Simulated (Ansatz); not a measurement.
This script makes cell relaxations under several functionals of ScPd, space group Pm-3m with the Python package of Ansatz (0.2.0).

Script `scpd_lattice.py`:
```python
'''Relaxed cell of ScPd under several functionals.'''

import ansatz
from ase import Atoms
import numpy as np

def edges_and_angles(cell):
    cell = np.asarray(cell)
    a, b, c = np.linalg.norm(cell, axis=1)
    cosines = cell[1] @ cell[2] / (b * c), cell[0] @ cell[2] / (a * c), cell[0] @ cell[1] / (a * b)
    return (a, b, c, *np.degrees(np.arccos(cosines)))


def main() -> None:
    atoms = Atoms(
        ['Sc', 'Pd'],
        scaled_positions=[
            (0.5, 0.5, 0.5),
            (0.0, 0.0, 0.0),
        ],
        cell=[
            (3.283, 0.0, 0.0),
            (0.0, 3.283, 0.0),
            (0.0, 0.0, 3.283),
        ],
        pbc=True,
    )
    scpd = ansatz.Crystal.from_ase(atoms)

    model = (
        scpd.calculation()
        .basis(510)
        .kpoints(7)
        .occupations('fermi_dirac', width=0.1)
        .scf(tolerance=1e-07)
        .relax(cell=True, force_tolerance=0.02)
    )

    levels = [('pbesol', 'd3bj'), ('blyp', 'd3bj'), ('pbesol', 'none')]
    print('level            a       b       c    alpha   beta  gamma  V/atom  steps')
    for name, dispersion in levels:
        seen = []
        run = model.functional(name, dispersion=dispersion).session().plan()
        done = run.execute(on_event=lambda e: seen.append(e) if e['event'] == 'relax_step' else None)
        cell = done.lattice.cell_ang
        label = name if dispersion == 'none' else f'{name}+{dispersion}'
        print('{:13s} {:7.4f} {:7.4f} {:7.4f} {:6.2f} {:6.2f} {:6.2f}'.format(label, *edges_and_angles(cell)), f'{abs(np.linalg.det(cell)) / len(done.lattice.sites):7.3f} {len(seen):5d}')


if __name__ == '__main__':
    main()
```

Rank the levels of theory by the volume of the relaxed cell.

From smallest to largest: PBEsol+D3BJ (16.79 Å³ an atom, -5.1 % against the start), BLYP+D3BJ (17.11 Å³ an atom, -3.3 % against the start) and PBEsol (17.49 Å³ an atom, -1.1 % against the start). The spread is 4.2 % in volume.

The output:

Output of `python scpd_lattice.py`:
```text
level            a       b       c    alpha   beta  gamma  V/atom  steps
DeckWarning: relax.cell: scf.convergence.dr2_threshold = 1e-7 eV (the SCF's general default) is looser than the 2e-10 eV advised for a relaxation that steers and ends on the stress (1e-10 eV for each atom of the cell: 2). What an SCF threshold leaves in a stress goes as its square root, and in the free energy as the [...]
pbesol+d3bj    3.2259  3.2259  3.2259  90.00  90.00  90.00  16.785     6
blyp+d3bj      3.2464  3.2464  3.2464  90.00  90.00  90.00  17.108     5
pbesol         3.2707  3.2707  3.2707  90.00  90.00  90.00  17.494     4
```
(Warnings from the package without file and line, shortened.)

Spin is left out of this run. Forces vanish by symmetry, so the ions can't move, and the end may be a saddle. BLYP and dispersion corrections can be off by several per cent in the lattices of metals, and by several GPa in the pressure at a fixed cell. The mesh is modest for a metal, so energies can be off by several to tens of meV an atom and pressures by half a GPa or more; differences at equal mesh fare better. The structure is a deposited one; some such entries were measured under pressure or heat, so a shift against it needn't be the functional's error alone. Wall time of the script: 23 s on 1 thread of AMD EPYC 7R13 Processor (Zen 3) (shared host), peak memory 0.43 GiB.

(Lines on the test bed's own set-up are left out of the output.)
